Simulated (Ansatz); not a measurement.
# BH₆NOSSi: one species, many methods

An exercise on one series of results from a longer session: the logs are not shown, and one member is left open.

Computed with Ansatz 0.2.0, Gaussian basis. Level: functionals in def2-TZVPP, the program's frozen cores in correlated methods.

Levels to be run: LDA (SPW92), PBE-D4, revPBE-D4, BLYP-D4, r2SCAN-D4, B97M-V, PBE0-D4, B3LYP-D4, r2SCANh-D4, r2SCAN0-D4, HSE06-D4, BHLYP-D4, CAM-B3LYP-D4, LC-ωPBE, ωB97X-V, ωB97M-V, B2PLYP, PBE-QIDH; CCSD(T)/def2-SVP; CCSD(T)/def2-TZVPP; MP2/def2-QZVPP; extrapolation to the limit; RPA on PBE.

### Structure used throughout

An earlier PBE0-D4 in a triple-zeta def2 set relaxation fixed the geometry.

SMILES `NB(S)O[SiH3]`, 11 atoms, charge 0, spin multiplicity 1.

Atoms are counted from 1 here; the program's logs count them from 0.

Bond lengths: N1–B2 1.401 Å, N1–H6 1.005 Å, N1–H7 1.002 Å, B2–S3 1.840 Å, B2–O4 1.366 Å, S3–H8 1.341 Å, O4–Si5 1.642 Å, Si5–H9 1.484 Å, Si5–H10 1.485 Å, Si5–H11 1.483 Å. Angles: B2–N1–H6 120.7°, B2–N1–H7 124.5°, H6–N1–H7 114.7°, N1–B2–S3 122.6°, N1–B2–O4 118.8°, S3–B2–O4 118.6°, B2–S3–H8 96.7°, B2–O4–Si5 138.1°, O4–Si5–H9 109.0°, O4–Si5–H10 111.0°, O4–Si5–H11 108.0°, H9–Si5–H10 109.6°, H9–Si5–H11 109.5°, H10–Si5–H11 109.8°.

Set-up of the first run:

in.yaml

```yaml
crystal:
  periodic: [false, false, false]
  atoms:
    - {symbol: N, position_ang: [0.720380, 1.819559, 0.567795]}
    - {symbol: B, position_ang: [0.521147, 0.488993, 0.178140]}
    - {symbol: S, position_ang: [1.900603, -0.720850, 0.036471]}
    - {symbol: O, position_ang: [-0.747091, 0.071754, -0.110918]}
    - {symbol: Si, position_ang: [-1.510385, -1.319681, -0.530969]}
    - {symbol: H, position_ang: [-0.054442, 2.456536, 0.636416]}
    - {symbol: H, position_ang: [1.611750, 2.218252, 0.792995]}
    - {symbol: H, position_ang: [2.878339, 0.111692, 0.423207]}
    - {symbol: H, position_ang: [-2.325391, -1.788038, 0.617374]}
    - {symbol: H, position_ang: [-0.530502, -2.370276, -0.908809]}
    - {symbol: H, position_ang: [-2.399011, -1.024939, -1.681099]}
basis:
  gaussian: {orbitals: def2-TZVPP}
hamiltonian: {xc: lda}
output: {orbitals: {seedname: orbitals}}
```

Started as:

```console
$ ansatz run in.yaml --threads 2 --pin off --events-out ev --progress --plain --max-ram 31744MiB --backend cpu
```

Among the steps run: LDA; PBE-D4 (GGA); revPBE-D4 (GGA); BLYP-D4 (GGA); r2SCAN-D4 (meta-GGA); B97M-V (meta-GGA); PBE0-D4 (hybrid); B3LYP-D4 (hybrid); r2SCANh-D4 (hybrid); r2SCAN0-D4 (hybrid); HSE06-D4 (hybrid); BHLYP-D4 (hybrid); CAM-B3LYP-D4 (range-separated); LC-ωPBE (range-separated); ωB97X-V (range-separated); ωB97M-V (range-separated); B2PLYP (double hybrid); PBE-QIDH (double hybrid).

One of the session's tables, all rows but one given; the rest of the session is left out.

It belongs to the step «Orbital energies across the functionals». 

| functional | HOMO (eV) | gap (eV) |
| --- | --- | --- |
| LDA (SPW92) | -6.09 | 4.99 |
| PBE-D4 | -5.95 | 5.10 |
| revPBE-D4 | -5.90 | 5.16 |
| BLYP-D4 | -5.79 | 5.04 |
| r2SCAN-D4 | -6.26 | 5.82 |
| B97M-V | -6.36 | 5.65 |
| PBE0-D4 | -7.22 | 7.24 |
| B3LYP-D4 | -6.97 | 6.73 |
| r2SCANh-D4 | -6.72 | 6.58 |
| r2SCAN0-D4 | -7.42 | 7.70 |
| HSE06-D4 | -6.82 | 6.46 |
| BHLYP-D4 | -8.34 | 9.16 |
| CAM-B3LYP-D4 | ? | ? |
| LC-ωPBE | -9.98 | 12.16 |
| ωB97X-V | -9.61 | 11.60 |
| ωB97M-V | -9.44 | 11.08 |

Estimate the missing values for CAM-B3LYP-D4.

The run gave: HOMO (eV): -8.56; gap (eV): 9.51. In the column «HOMO (eV)» it lies between ωB97M-V (-9.44) and BHLYP-D4 (-8.34).
